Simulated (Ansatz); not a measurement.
**C3H5B: ionisation energy by level of theory**

The task here is to estimate one member of a computed series from the others.

Method: unrestricted cation, the program's frozen cores in correlated methods; program: Ansatz 0.2.0, Gaussian basis.

Levels to be run: UKS PBE-D4/def2-TZVPP; UKS r2SCAN-D4/def2-TZVPP; UKS PBE0-D4/def2-TZVPP; UKS B3LYP-D4/def2-TZVPP; UKS wB97X-V/def2-TZVPP; UKS wB97M-V/def2-TZVPP; UKS B2PLYP/def2-TZVPP; UHF-MP2/def2-TZVPP; UHF-MP2/def2-QZVPP; then −ε(HOMO) from the neutral's earlier runs with LDA (SPW92), PBE-D4, revPBE-D4, BLYP-D4, r2SCAN-D4, B97M-V, PBE0-D4, B3LYP-D4, r2SCANh-D4, r2SCAN0-D4, HSE06-D4, BHLYP-D4, CAM-B3LYP-D4, LC-ωPBE, ωB97X-V, ωB97M-V.

1 further run of the same task is left out (it didn't finish).

### The relaxed structure

All runs share one geometry, relaxed beforehand with PBE0-D4 in a triple-zeta def2 set.

SMILES `CC1=CB1`, 9 atoms, charge 0, spin multiplicity 1.

Atoms are counted from 1 here; the program's logs count them from 0.

Bond lengths: C1–C2 1.474 Å, C1–H5 1.092 Å, C1–H6 1.093 Å, C1–H7 1.093 Å, C2–C3 1.349 Å, C2–B4 1.472 Å, C3–B4 1.463 Å, C3–H8 1.082 Å, B4–H9 1.183 Å. Angles: C2–C1–H5 112.9°, C2–C1–H6 109.9°, C2–C1–H7 109.7°, H5–C1–H6 109.0°, H5–C1–H7 108.8°, H6–C1–H7 106.2°, C1–C2–C3 141.0°, C1–C2–B4 156.7°, C3–C2–B4 62.3°, C2–C3–B4 63.0°, C2–C3–H8 138.8°, B4–C3–H8 158.2°, C2–B4–C3 54.7°, C2–B4–H9 153.0°, C3–B4–H9 152.3°.

Set-up of the first run:

in.yaml reads:

```yaml
crystal:
  periodic: [false, false, false]
  atoms:
    - {symbol: C, position_ang: [-0.022144, 0.989527, -0.882723]}
    - {symbol: C, position_ang: [0.009110, -0.062240, 0.149657]}
    - {symbol: C, position_ang: [0.065836, -1.403783, 0.277483]}
    - {symbol: B, position_ang: [0.015913, -0.620546, 1.512191]}
    - {symbol: H, position_ang: [-0.016710, 0.588756, -1.898661]}
    - {symbol: H, position_ang: [-0.909521, 1.614235, -0.751588]}
    - {symbol: H, position_ang: [0.838602, 1.652466, -0.759884]}
    - {symbol: H, position_ang: [0.111547, -2.281163, -0.354825]}
    - {symbol: H, position_ang: [-0.004033, -0.523553, 2.691352]}
basis:
  gaussian: {orbitals: def2-TZVPP}
total_charge: 1
magnetization: {spin_polarized: true, initial_magnetization: 1}
hamiltonian: {xc: pbe, dispersion: d4}
```

Started as:

```console
ansatz run in.yaml --threads 2 --pin off --events-out ev --progress --plain --max-ram 4352MiB
```

Among the steps run: Cation, UKS PBE-D4/def2-TZVPP; Cation, UKS r2SCAN-D4/def2-TZVPP; Cation, UKS PBE0-D4/def2-TZVPP; Cation, UKS B3LYP-D4/def2-TZVPP; Cation, UKS wB97X-V/def2-TZVPP; Cation, UKS wB97M-V/def2-TZVPP; Cation, UKS B2PLYP (frozen core)/def2-TZVPP; Cation, UHF-MP2/def2-TZVPP; Cation, UHF-MP2/def2-QZVPP.

One table of the session follows, with a row left open; its other results are not shown here.

It belongs to the step «Ionisation energies side by side». Orbital estimates, from the neutral's runs:

| functional | −ε(HOMO) (eV) |
| --- | --- |
| LDA (SPW92) | 6.49 |
| PBE-D4 | 6.38 |
| revPBE-D4 | 6.33 |
| BLYP-D4 | 6.27 |
| r2SCAN-D4 | 6.62 |
| B97M-V | 6.73 |
| PBE0-D4 | 7.69 |
| B3LYP-D4 | 7.48 |
| r2SCANh-D4 | 7.10 |
| r2SCAN0-D4 | 7.84 |
| HSE06-D4 | 7.28 |
| BHLYP-D4 | 8.93 |
| CAM-B3LYP-D4 | 9.09 |
| LC-ωPBE | ? |
| ωB97X-V | 10.09 |
| ωB97M-V | 9.96 |

**Question.** Estimate the row for LC-ωPBE.

The run gave: −ε(HOMO) (eV): 10.45. In the column «−ε(HOMO) (eV)» it is the highest.

Caveats from the session: The cation may have settled in a state other than its lowest; no search over hole states beyond the program's own was made.
